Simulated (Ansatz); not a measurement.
**BCl₃H₂Se: basis-set convergence**

An exercise on one series of results from a longer session: the logs are not shown, and one member is left open.

Method: one geometry, several basis sets; program: Ansatz 0.2.0, Gaussian basis.

Plan: PBE0-D4/def2-SVP; ωB97M-V/def2-SVP; PBE0-D4/def2-QZVPP; ωB97M-V/def2-QZVPP; the functionals' def2-TZVPP values are taken from earlier runs.

**Structure used throughout**

An earlier PBE0-D4 in a triple-zeta def2 set relaxation fixed the geometry.

SMILES `Cl[B-](Cl)(Cl)[SeH2+]`, 7 atoms, charge 0, spin multiplicity 1.

Atoms are counted from 1 here; the program's logs count them from 0.

Bond lengths: Cl1–B2 1.798 Å, B2–Cl3 1.794 Å, B2–Cl4 1.798 Å, B2–Se5 2.306 Å, Se5–H6 1.470 Å, Se5–H7 1.470 Å. Angles: Cl1–B2–Cl3 115.6°, Cl1–B2–Cl4 115.8°, Cl1–B2–Se5 100.7°, Cl3–B2–Cl4 115.6°, Cl3–B2–Se5 105.2°, Cl4–B2–Se5 100.7°, B2–Se5–H6 97.3°, B2–Se5–H7 97.2°, H6–Se5–H7 91.7°.

The first run:

in.yaml

```yaml
crystal:
  periodic: [false, false, false]
  atoms:
    - {symbol: Cl, position_ang: [0.937343, -1.193881, 1.699329]}
    - {symbol: B, position_ang: [0.100451, -0.916652, 0.132040]}
    - {symbol: Cl, position_ang: [1.149163, -0.957028, -1.323477]}
    - {symbol: Cl, position_ang: [-1.506803, -1.703025, -0.047475]}
    - {symbol: Se, position_ang: [-0.527341, 1.290370, 0.366111]}
    - {symbol: H, position_ang: [0.802824, 1.884291, 0.165604]}
    - {symbol: H, position_ang: [-0.894337, 1.528025, -1.037831]}
basis:
  gaussian: {orbitals: def2-SVP}
hamiltonian: {xc: pbe0, dispersion: d4}
output: {orbitals: {seedname: orbitals}}
```

Among the steps run: PBE0-D4 in def2-SVP; ωB97M-V in def2-SVP; PBE0-D4 in def2-QZVPP; ωB97M-V in def2-QZVPP.

One table of the session follows, with a row left open; its other results are not shown here.

| functional | basis | HOMO (eV) |
| --- | --- | --- |
| PBE0-D4 | def2-SVP | -8.11 |
| PBE0-D4 | def2-TZVPP | ? |
| PBE0-D4 | def2-QZVPP | -8.30 |
| ωB97M-V | def2-SVP | -10.21 |
| ωB97M-V | def2-TZVPP | -10.36 |
| ωB97M-V | def2-QZVPP | -10.40 |

**Question.** Estimate the row for PBE0-D4, def2-TZVPP.

The run gave: HOMO (eV): -8.27. In the column «HOMO (eV)» it lies between PBE0-D4, def2-QZVPP (-8.30) and PBE0-D4, def2-SVP (-8.11).
